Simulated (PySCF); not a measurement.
# Cl2Tl (Tl(Cl)2-): the cost of one run

Computed with PySCF 2.14.0. Level: PBE, Tl def2-SVP with ECP60, Cl def2-SVP; scalar-relativistic core potentials, no spin–orbit coupling.

4 further runs of the same task are left out: 2 for a known fault of the program, 2 that didn't finish.

### 1 Where the work starts

3 atoms, charge -1, spin multiplicity 1.

Bond lengths: Tl1–Cl2 2.680 Å, Tl1–Cl3 2.680 Å. Angles: Cl2–Tl1–Cl3 101.7°.

As a file:

```
Tl   -0.98928    0.00000    0.00000
Cl    0.70199    0.00000    2.07853
Cl    0.70199    0.00000   -2.07853
```

Formal oxidation states: Tl +1. An earlier session relaxed this geometry at PBE, Tl def2-SVP with ECP60, Cl def2-SVP (singlet, point group C2v).

Its energy there is -1092.461906 Eh.

### 2 Multiplicity 3 at the relaxed geometry

Contents of run.py (the lines that set the calculation):

```python
mol = gto.M(atom='''
Tl    -0.98928     0.00000     0.00000
Cl     0.70199     0.00000     2.07853
Cl     0.70199     0.00000    -2.07853''',
    basis={'Tl': 'def2-SVP', 'Cl': 'def2-SVP'},
    ecp={'Tl': 'def2-SVP'},
    charge=-1, spin=2)
mf = dft.UKS(mol, xc='PBE')
mf.grids.atom_grid = (50, 194)
mf = mf.density_fit()  # fitting sets: Tl def2-universal-JKFIT, Cl def2-universal-JKFIT
mf.conv_tol = 1e-08; mf.max_cycle = 55
mf.kernel(dm0)  # dm0: free metal ions and neutral atoms
```

Started as:

```sh
> OMP_NUM_THREADS=2 python run.py
```

**Question.** How long does this run take on 2 threads of Arm Neoverse V1, shared host?

About 1.6 s.
